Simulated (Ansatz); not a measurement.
# CsGdO3 (Pm-3m): scan of the energy under strain in Python

What does a strain cost in CsGdO3 (Pm-3m)? The task is a scan of the energy under strain, for CsGdO3 (Pm-3m).

All numbers are computed with Ansatz 0.2.0 through its Python package. Level of theory: DFT PBEsol, plane waves, PAW.

### 1 The structure

Symmetry: Pm-3m, No. 221, cubic system. The conventional cell has a = 4.545 Å, b = 4.545 Å, c = 4.545 Å, α = 90.00°, β = 90.00°, γ = 90.00°. Cs (site symmetry m-3m) is surrounded by 12 O at 3.21 Å. Gd (site symmetry m-3m) has 6 O at 2.27 Å in its first shell of neighbours. O (site symmetry 4/mmm) is surrounded by 2 Gd at 2.27 Å and 4 Cs at 3.21 Å.

No structure file is read: the coordinates are typed or built in the script.

### 2 Script

The input, csgdo3_strain.py:

```python
# -*- coding: utf-8 -*-
"""Energy of CsGdO3 under rhombohedral strain, ions carried with the cell."""

import ansatz as az
import matplotlib.pyplot as plt
import numpy as np

VECTORS = np.array([
    [4.545455, 0.0, 0.0],
    [0.0, 4.545455, 0.0],
    [0.0, 0.0, 4.545455],
])
SITES = [
    ("Cs", (0.0, 0.0, 0.0), 0.0),
    ("Gd", (0.5, 0.5, 0.5), 7),
    ("O", (0.5, 0.5, 0.0), 0.0),
    ("O", (0.5, 0.0, 0.5), 0.0),
    ("O", (0.0, 0.5, 0.5), 0.0),
]


def on_lattice(cell):
    crystal = az.Crystal(lattice=az.Lattice.of(cell))
    for symbol, position, moment in SITES:
        crystal = crystal.atom(symbol, position, moment=moment or None)
    return crystal


def main():
    # clamped ions: the fractional positions stay as typed
    values = np.linspace(-0.01, 0.01, 7)
    energies = []
    for d in values:
        strain = d / 2 * (np.ones((3, 3)) - np.eye(3))
        cell = VECTORS @ (np.eye(3) + strain)
        base = (
            on_lattice(cell).calculation()
            .functional("PBEsol")
            .basis(450)
            .occupations("fermi_dirac")
            .spin(az.SpinTreatment.COLLINEAR)
            .kpoints(8, 8, 8)
            .stress()
        )
        data = base.run(threads=1, backend="cpu").report
        energies.append(data["free_energy_ev"] / len(SITES))
        s = data["stress_gpa"]
        print(f"d = {d:+.4f}  stress xx yy zz xy (GPa, compression positive): {s[0][0]:8.3f} {s[1][1]:8.3f} {s[2][2]:8.3f} {s[0][1]:8.3f}")
    energies = np.array(energies)

    for value, e in zip(values, energies):
        print(f"strain {value:7.3f}   E - Emin = {1000 * (e - energies.min()):9.3f} meV/atom")
    plt.figure(figsize=(4.5, 3))
    plt.plot(values, 1000 * (energies - energies.min()), "o-")
    plt.xlabel("strain")
    plt.ylabel("meV/atom")
    plt.tight_layout()
    plt.savefig("strain.png", dpi=100)
    curvature = 2 * np.polyfit(values, energies, 3)[1]
    volume = abs(np.linalg.det(VECTORS)) / len(SITES)
    print(f"d2E/dd2 over the volume: {curvature / volume * 160.21766:.1f} GPa")


if __name__ == "__main__":
    main()
```

### 3 Launch

On the command line:

```sh
$ python csgdo3_strain.py
```

**Question.** How much energy does this rhombohedral strain cost, and what curvature follows?

The runs gave:

```
                  quantity          value
curvature under the strain       67.2 GPa
             runs compared              7
           range of energy  0.40 meV/atom
      lowest point, strain          0.000
```

Against the unstrained cell the energy per atom changes by +0.40 meV at one end of the scan and +0.39 meV at the other, and its second derivative over the volume is 67.2 GPa. Caveats:
- Open f shells: without a Hubbard U, without spin-orbit coupling; the state reached hangs on the start and needn't be the lowest.
- Without U the f states sit at the Fermi level and can close a real gap.
- The curvature belongs to this strain pattern and to the cell's stress; it equals a single elastic constant only for simple patterns.
- In a metal a curvature from energy changes of a few meV or less hangs on mesh and smearing, in size and even in sign.
- This cell is a computed structure, which may not be the phase found in nature.
- The ions keep their fractional positions (clamped ions).
